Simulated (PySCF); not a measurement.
GeH4, in a box:

```xyz
5
Lattice="12.0000 0.0000 0.0000 0.0000 12.0000 0.0000 0.0000 0.0000 12.0000" Properties=species:S:1:pos:R:3 pbc="T T T"
Ge    6.0584    5.6716    6.2522
H     7.2064    4.9151    6.9328
H     4.8196    5.6414    7.1564
H     5.7292    5.0023    4.9116
H     6.4781    7.1269    6.0081
```

Base run:

* Program: PySCF 2.14.0
* Functional: HLE16
* Potentials or basis: def2-svp (all-electron)
* k mesh: 1 × 1 × 1
* Occupations: fixed
* Spin: no spin polarisation

Its results: gap between the frontier levels 9.75 eV.

Q: The run is repeated on the same cell with these changes: functional from HLE16 to TASK. What comes out?

A: Gap between the frontier levels 11.17 eV.

Caveats: this is a molecule in a periodic box at the Γ point, so its band gap is the HOMO-LUMO gap; relativity is left out, which matters for the heavier elements; the basis of atomic orbitals isn't converged, which shifts pressures, moduli and gaps.

A k mesh can miss the band edges.

Not every run made on this cell is shown here.
